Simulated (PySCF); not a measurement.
# B3H5O2: electronic excitations and core binding energies

Aim: predict the electronic excitations and core binding energies of B3H5O2 (`BOBOB`).

Computed with PySCF 2.14.0, with density-fitted response routines of our own, on a single molecule in the gas phase. Atoms are numbered from 0 throughout.

**1. The molecule as given**

10 atoms, charge 0, multiplicity 1; geometry from: GFN2-xTB.

Bonds of the start (Å): B0–O1 1.30, O1–B2 1.32, B2–O3 1.32, O3–B4 1.30, B0–H5 1.18, B0–H6 1.18, B2–H7 1.18, B4–H8 1.18, B4–H9 1.18.

**2. Excited states and response: CAM-B3LYP/def2-SVPD**

The job: settings as JSON, then the geometry in Å.

```
{"job": {"kind": "uv", "xc": "CAM-B3LYP", "basis": "def2-SVPD", "nstates": 8, "ntriplets": 3}, "charge": 0, "multiplicity": 1}
B      2.277820    -0.186102    -0.171724
O      1.110114     0.384639    -0.170935
B     -0.101317     0.917354    -0.159826
O     -1.169167     0.169658     0.069219
B     -2.188105    -0.602435     0.302472
H      2.897115    -0.252418     0.832726
H      2.718301    -0.617010    -1.180201
H     -0.231317     2.076415    -0.357334
H     -2.560623    -0.760084     1.412879
H     -2.743938    -1.125362    -0.599804
```

Method: TDDFT CAM-B3LYP/def2-SVPD, vertical, gas phase, core orbitals frozen in the response.

Run with:

```console
OMP_NUM_THREADS=1 python probes_run.py task.json out
```

One launch serves the whole session: the jobs run in the order shown.

Output:

```text
coarse grid: 8536 points
cycle   1  E = -227.7110306246  dE =  7.306e-01  |g| = 7.858e-01  |ddm| = 4.261e+00
cycle   2  E = -227.6436611798  dE =  6.737e-02  |g| = 1.025e+00  |ddm| = 1.794e+00
cycle   3  E = -227.8273850480  dE = -1.837e-01  |g| = 3.718e-02  |ddm| = 8.667e-01
cycle   4  E = -227.8277843107  dE = -3.993e-04  |g| = 1.708e-02  |ddm| = 1.412e-01
cycle   5  E = -227.8278587811  dE = -7.447e-05  |g| = 2.690e-03  |ddm| = 5.205e-02
cycle   6  E = -227.8278608768  dE = -2.096e-06  |g| = 5.099e-04  |ddm| = 7.169e-03
final grid: 82904 points
cycle   7  E = -227.8842715308  dE = -3.556e-05  |g| = 1.923e-03  |ddm| = 5.485e-02
cycle   8  E = -227.8842718069  dE = -2.761e-07  |g| = 2.219e-03  |ddm| = 8.117e-03
cycle   9  E = -227.8842726174  dE = -8.106e-07  |g| = 1.908e-04  |ddm| = 1.854e-03
cycle  10  E = -227.8842726330  dE = -1.555e-08  |g| = 1.029e-04  |ddm| = 5.758e-04
cycle  11  E = -227.8842726352  dE = -2.182e-09  |g| = 4.749e-05  |ddm| = 1.956e-04
cycle  12  E = -227.8842726356  dE = -4.052e-10  |g| = 8.523e-06  |ddm| = 5.266e-05
converged SCF energy = -227.8842726356

Static polarisability (au): isotropic 51.398, principal 42.987 45.609 65.599

Singlet excitations
state   eV       nm        f      main configurations
  1   5.8636    211.4   0.00000   H->L 0.72, H-1->L+1 0.24
  2   6.0109    206.3   0.00000   H->L+1 0.60, H-1->L 0.37
  3   7.8140    158.7   0.37462   H->L+3 0.95
  4   7.8583    157.8   0.00023   H->L+2 0.88
  5   8.2723    149.9   0.00845   H-1->L 0.55, H->L+1 0.36
  6   8.3625    148.3   0.00000   H-1->L+1 0.64, H->L 0.25
  7   8.4429    146.9   0.08690   H->L+4 0.45, H-1->L+2 0.43
  8   8.5710    144.7   0.02745   H-2->L+3 0.94

Triplet excitations (Tamm-Dancoff, eV): 5.3489 5.4455 7.0374
```

It took 15 s on 1 thread of Arm Neoverse V1, shared host; peak memory 0.59 GiB.

The orbitals next to the gap, with their largest atomic shares:

| orbital | eV | atoms |
| --- | --- | --- |
| HOMO−3 | -12.71 | O1 39 %, O3 39 %, B4 7 % |
| HOMO−2 | -11.50 | B2 28 %, H7 26 %, O3 19 % |
| HOMO−1 | -10.57 | B0 18 %, B4 18 %, O1 11 % |
| HOMO | -9.69 | O3 18 %, O1 18 %, B4 14 % |
| LUMO | 0.13 | B0 21 %, B4 20 %, O1 16 % |
| LUMO+1 | 0.56 | B4 25 %, B0 25 %, O3 12 % |
| LUMO+2 | 0.95 | B2 32 %, B0 28 %, B4 28 % |

With each of the 8 states as a Gaussian band of 0.4 eV half-width at 1/e, the curve within the window shown has maxima at 159 nm (ε 16,000) L/(mol cm). Beyond the last state computed it falls off for lack of states. The curve at chosen wavelengths:

```tsv
nm	ε (L/mol/cm)
140	1803
144	4366
148	6579
151	8782
155	13381
159	15581
163	11998
167	6187
170	2976
174	852
178	186
182	32
186	5
189	1
193	0
197	0
201	0
205	0
208	0
212	0
216	0
220	0
224	0
227	0
231	0
235	0
```

Ground-state properties from the same run:

| property | computed |
| --- | --- |
| dipole moment (D) | 0.26 |
| polarisability (Å³) | 7.62 |
| HOMO–LUMO gap (eV) | 9.83 |
| −ε(HOMO) (eV) | 9.69 |

**3. Core holes by ΔSCF: SCAN, X2C**

Same as in step 2 but for these lines:

```diff
@@ -1,2 +1,2 @@
-{"job": {"kind": "uv", "xc": "CAM-B3LYP", "basis": "def2-SVPD", "nstates": 8, "ntriplets": 3}, "charge": 0, "multiplicity": 1}
+{"job": {"kind": "xps"}, "charge": 0, "multiplicity": 1}
 B      2.277820    -0.186102    -0.171724
```

With the program's defaults for keys left out, this is: delta-SCF UKS SCAN, pcX-2 on the ionised atom, pcseg-1 elsewhere, spin-free X2C.

Output:

```text
ground state, core basis on atom 0 (B), 126 functions
  cycle   1  E = -228.01146487  |g| = 7.66e-01
  cycle   2  E = -227.72557167  |g| = 1.44e+00
  cycle   3  E = -228.11582929  |g| = 1.19e-01
  cycle   4  E = -228.11909211  |g| = 4.25e-02
  cycle   5  E = -228.11955806  |g| = 6.10e-03
  cycle   6  E = -228.11956384  |g| = 3.93e-03
  cycle   7  E = -228.11956408  |g| = 1.90e-03
  cycle   8  E = -228.11956544  |g| = 1.78e-04
  E(ground) = -228.13187331 Eh
hole in B 1s of atom 0
  cycle   1  E = -220.48062003  |g| = 1.15e+00
  cycle   2  E = -218.66596482  |g| = 1.76e+00
  cycle   3  E = -220.66525058  |g| = 5.72e-01
  cycle   4  E = -220.82279799  |g| = 3.24e-01
  cycle   5  E = -220.85734218  |g| = 1.90e-01
  cycle   6  E = -220.65150756  |g| = 4.07e-01
  cycle   7  E = -220.86916772  |g| = 5.92e-02
  cycle   8  E = -220.87150960  |g| = 2.62e-02
  cycle   9  E = -220.87176235  |g| = 1.24e-02
  cycle  10  E = -220.67637323  |g| = 3.88e-01
  cycle  11  E = -220.68160682  |g| = 3.85e-01
  cycle  12  E = -220.67081110  |g| = 3.91e-01
  cycle  13  E = -220.86727115  |g| = 6.66e-02
  cycle  14  E = -220.87178949  |g| = 1.24e-02
  cycle  15  E = -220.87167244  |g| = 1.60e-02
  cycle  16  E = -220.87194860  |g| = 2.20e-03
  cycle  17  E = -220.87137186  |g| = 2.31e-02
  cycle  18  E = -220.87185637  |g| = 9.55e-03
  cycle  19  E = -220.87188886  |g| = 7.87e-03
  cycle  20  E = -220.87191186  |g| = 6.25e-03
  cycle  21  E = -220.87193866  |g| = 3.69e-03
  cycle  22  E = -220.87195245  |g| = 7.79e-04
  cycle  23  E = -220.87195251  |g| = 7.72e-04
  cycle  24  E = -220.87195282  |g| = 2.92e-04
  E(ion) = -220.88403569 Eh   <S^2> = 0.8285   hole on atom = 1.000   binding energy = 197.224 eV
ground state, core basis on atom 1 (O), 126 functions
  cycle   1  E = -228.15601955  |g| = 1.15e-01
  cycle   2  E = -228.15317893  |g| = 1.47e-01
  cycle   3  E = -228.15654478  |g| = 4.52e-02
  cycle   4  E = -228.15687573  |g| = 9.06e-03
  cycle   5  E = -228.15689136  |g| = 6.20e-04
  cycle   6  E = -228.15689132  |g| = 1.80e-04
  E(ground) = -228.16400146 Eh
hole in O 1s of atom 1
  cycle   1  E = -207.51291730  |g| = 2.23e+00
  cycle   2  E = -207.06861232  |g| = 2.17e+00
  cycle   3  E = -208.24147616  |g| = 4.79e-01
  cycle   4  E = -208.25530474  |g| = 4.25e-01
  cycle   5  E = -208.32610872  |g| = 6.77e-02
  cycle   6  E = -208.32763823  |g| = 2.26e-02
  cycle   7  E = -208.32790410  |g| = 3.79e-03
  cycle   8  E = -208.32791256  |g| = 9.45e-04
  cycle   9  E = -208.32791194  |g| = 3.04e-04
  E(ion) = -208.33601664 Eh   <S^2> = 0.7608   hole on atom = 1.000   binding energy = 539.547 eV
ground state, core basis on atom 2 (B), 126 functions
  cycle   1  E = -228.12033708  |g| = 1.31e-01
  cycle   2  E = -228.11363015  |g| = 2.27e-01
  cycle   3  E = -228.12298885  |g| = 1.79e-02
  cycle   4  E = -228.12302414  |g| = 1.28e-02
  cycle   5  E = -228.12305427  |g| = 3.06e-03
  cycle   6  E = -228.12305619  |g| = 4.73e-04
  E(ground) = -228.13508399 Eh
hole in B 1s of atom 2
  cycle   1  E = -220.44657923  |g| = 1.17e+00
  cycle   2  E = -219.24376591  |g| = 1.73e+00
  cycle   3  E = -220.71720660  |g| = 4.57e-01
  cycle   4  E = -220.83428853  |g| = 1.59e-01
  cycle   5  E = -220.84066153  |g| = 1.04e-01
  cycle   6  E = -220.84464047  |g| = 1.58e-02
  cycle   7  E = -220.84481955  |g| = 6.23e-03
  cycle   8  E = -220.84485219  |g| = 6.44e-03
  cycle   9  E = -220.84486963  |g| = 3.99e-03
  cycle  10  E = -220.84488201  |g| = 4.69e-04
  E(ion) = -220.85747143 Eh   <S^2> = 0.7977   hole on atom = 1.000   binding energy = 198.034 eV
```

Run time: 21 s. Hardware: 1 thread of Arm Neoverse V1, shared host; peak memory 0.46 GiB.

The holes in one table. −ε is the ground-state orbital energy:

| hole | stands for | environment | ΔSCF (eV) | −ε (eV) | ⟨S²⟩ |
| --- | --- | --- | --- | --- | --- |
| B1s on B0 | B0, B4 | boron bonded to O, 2 H | 197.22 | 181.0 | 0.828 |
| O1s on O1 | O1, O3 | oxygen bonded to 2 B | 539.55 | 517.7 | 0.761 |
| B1s on B2 | B2 | boron bonded to 2 O, H | 198.03 | 182.0 | 0.798 |

Each hole run stands for the others of its class of like atoms.

**4. Summary of results**

| quantity | value |
| --- | --- |
| lowest singlet (CAM-B3LYP/def2-SVPD) | 5.86 eV (211 nm), f = 0.000 |
| brightest single state of those computed | state 3, 7.81 eV, f = 0.375 |
| lowest triplet | 5.35 eV |
| B1s binding energies, SCAN/pcX-2 | B2 198.03, B0 197.22 eV |
| O1s binding energies, SCAN/pcX-2 | O1 539.55 eV |

The first singlet state (HOMO→LUMO 0.72, HOMO−1→LUMO+1 0.24) lies at 5.86 eV and is dark; of the 8 states computed, the strongest absorption comes from state 3 at 7.81 eV. The lowest triplet lies 0.51 eV below the lowest singlet (triplets in Tamm-Dancoff, singlets in full TDDFT). The B1s levels kept as sound span 0.81 eV, from B0 (boron bonded to O, 2 H) up to B2 (boron bonded to 2 O, H).
